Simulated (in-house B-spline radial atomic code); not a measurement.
# Al¹⁰⁺: parity violation, electron EDM and field shifts

Aim: for Al¹⁰⁺, one electron outside the core 1s2, the dipole amplitudes that the weak charge of the nucleus induces, the enhancement of an electron EDM and the field-shift constants, at three levels.

Method: Dirac-Hartree-Fock, RPA and Brueckner orbitals, sums over states, B-spline basis. Code: an in-house B-spline radial atomic code, version 1.

### Step 1. The atom as given

| Item | Value |
| --- | --- |
| element | aluminium (Z = 13) |
| charge | +10 |
| closed core | 1s2 |
| nucleus | mass number 27, rms radius 3.061 fm |

### Step 2. The run

The run's settings:

```ini
basis_form = 2
Z = 13
core_configuration = 1s2
rms_radius = 3.061
mass_number = 27
speed_of_light = 137.035999084
box_radius = 6.364
lmax = 6
intervals = 62
virtual_cutoff = 338.0
```

Run with:

```
$ python run_mb.py task.json out
```

The settings stand in task.json.

Main fields of the result record, rounded:

```text
{
  "status": "converged",
  "levels_used [hartree]": {
    "2s1/2": [-16.24145, -16.24633],
    "3s1/2": [-7.037027, -7.038167],
    "4s1/2": [-3.911762, -3.912207],
    "2p1/2": [-15.43422, -15.44501],
    "3p1/2": [-6.815563, -6.817964],
    "4p1/2": [-3.820921, -3.821849],
    "2p3/2": [-15.40587, -15.41652],
    "3p3/2": [-6.8072, -6.80957],
    "4p3/2": [-3.817404, -3.818319],
    "3d3/2": [-6.728566, -6.729568],
    "4d3/2": [-3.784674, -3.785101],
    "5d3/2": [-2.41854, -2.418764],
    "3d5/2": [-6.726143, -6.72714],
    "4d5/2": [-3.78365, -3.784075],
    "5d5/2": [-2.418006, -2.418228]
  },
  "lowest_core_excitation [hartree]": 58.3974
}
```

Wall time 2.8 s (1 thread of Arm Neoverse N1, shared host); peak memory 0.16 GiB.

Valence levels (eV):

```csv
state,DHF,Brueckner,shift
2s1/2,-441.952,-442.085,-0.133
3s1/2,-191.487,-191.518,-0.0310
4s1/2,-106.444,-106.457,-0.0121
2p1/2,-419.986,-420.280,-0.294
3p1/2,-185.461,-185.526,-0.0653
4p1/2,-103.973,-103.998,-0.0252
2p3/2,-419.215,-419.505,-0.290
3p3/2,-185.233,-185.298,-0.0645
4p3/2,-103.877,-103.902,-0.0249
```

### Step 3. Parity-violating amplitudes

From the result record:

```text
{
  "pnc": [
    ["3s1/2", "2s1/2", 0.00018921, 0.00019255, 0.00019366],
    ["3d3/2", "2s1/2", 0.00044555, 0.00045323, 0.0004574],
    ["3p1/2", "2p1/2", 0.00015146, 0.00015488, 0.00015641],
    ["2p3/2", "2p1/2", 0.00055081, 0.00056138, 0.00056614],
    ["4s1/2", "2s1/2", 8.4704e-05, 8.6028e-05, 8.6463e-05]
  ]
}
```

Size of E1 per unit weak charge (10⁻¹¹ e bohr):

```csv
pair of states,DHF,RPA,Brueckner + RPA
3s1/2 – 2s1/2,0.0001892,0.0001925,0.0001937
3d3/2 – 2s1/2,0.0004456,0.0004532,0.0004574
3p1/2 – 2p1/2,0.0001515,0.0001549,0.0001564
2p3/2 – 2p1/2,0.0005508,0.0005614,0.0005661
4s1/2 – 2s1/2,8.470e-05,8.603e-05,8.646e-05
```

### Step 4. Electron EDM and scalar-pseudoscalar coupling

The record's fields for this part:

```text
{
  "edm": [
    ["2s1/2", 0.67432, 0.71, 0.7165, -0.007669, -0.0079936, -0.008066],
    ["3s1/2", 1.9658, 2.0639, 2.0778, -0.022322, -0.023221, -0.023375],
    ["2p1/2", -0.72305, -0.76045, -0.76696, 0.0082099, 0.0085495, 0.0086221],
    ["3p1/2", -2.0382, -2.1396, -2.1536, 0.023139, 0.024067, 0.024222]
  ]
}
```

Enhancement factor of the electron EDM:

```csv
state,DHF,RPA,Brueckner + RPA
2s1/2,0.6743,0.7100,0.7165
3s1/2,1.966,2.064,2.078
2p1/2,-0.7230,-0.7604,-0.7670
3p1/2,-2.038,-2.140,-2.154
```

### Step 5. Response to the nuclear radius

From the result record:

```text
{
  "field_shift [state, GHz/fm^2 (three levels)]": [
    ["2s1/2", 4.5434, 4.4168, 4.4218],
    ["3s1/2", 1.3033, 1.2653, 1.2662],
    ["2p1/2", 0.0059945, -0.3118, -0.31235],
    ["3p1/2", 0.0020574, -0.082975, -0.083019],
    ["2p3/2", 4.1135e-07, -0.31392, -0.31447],
    ["3p3/2", 1.4138e-07, -0.084043, -0.084088],
    ["3d3/2", 3.2517e-11, -0.0051908, -0.0052001],
    ["4d3/2", 2.3288e-11, -0.0028227, -0.0028272],
    ["3d5/2", 2.2938e-13, -0.005165, -0.0051742],
    ["4d5/2", 1.7309e-13, -0.0028088, -0.0028133]
  ]
}
```

Field-shift constants (GHz/fm²):

```csv
state,DHF,RPA,Brueckner + RPA
2s1/2,4.543,4.417,4.422
3s1/2,1.303,1.265,1.266
2p1/2,0.005994,-0.3118,-0.3124
3p1/2,0.002057,-0.08297,-0.08302
2p3/2,4.113e-07,-0.3139,-0.3145
3p3/2,1.414e-07,-0.08404,-0.08409
3d3/2,3.252e-11,-0.005191,-0.005200
4d3/2,2.329e-11,-0.002823,-0.002827
```

### Step 6. Outcome

| quantity | value |
| --- | --- |
| E1 (3s1/2 – 2s1/2) per unit weak charge | 0.0001937 × 10⁻¹¹ e bohr |
| EDM enhancement, 2s1/2 | 0.7165 |
| atomic EDM per C_SP and nucleon, 2s1/2 | -0.008066 × 10⁻²⁰ e cm |
| field shift, 2s1/2 | 4.422 GHz/fm² |

**Reading.** For 3s1/2 – 2s1/2 core polarisation (RPA) moves the amplitude by +1.8 % and the Brueckner orbitals by a further +0.58 %. The EDM enhancement of 2s1/2 is 0.717, under one. These effects come from s and p1/2 electrons at the nucleus and grow steeply with Z. 2p3/2 has no density at the nucleus, so its DHF field shift is near zero; the RPA value, -0.314 GHz/fm², comes from the core's response and has the opposite sign to that of the s states. Breit, QED, the neutron skin and higher orders are left out.
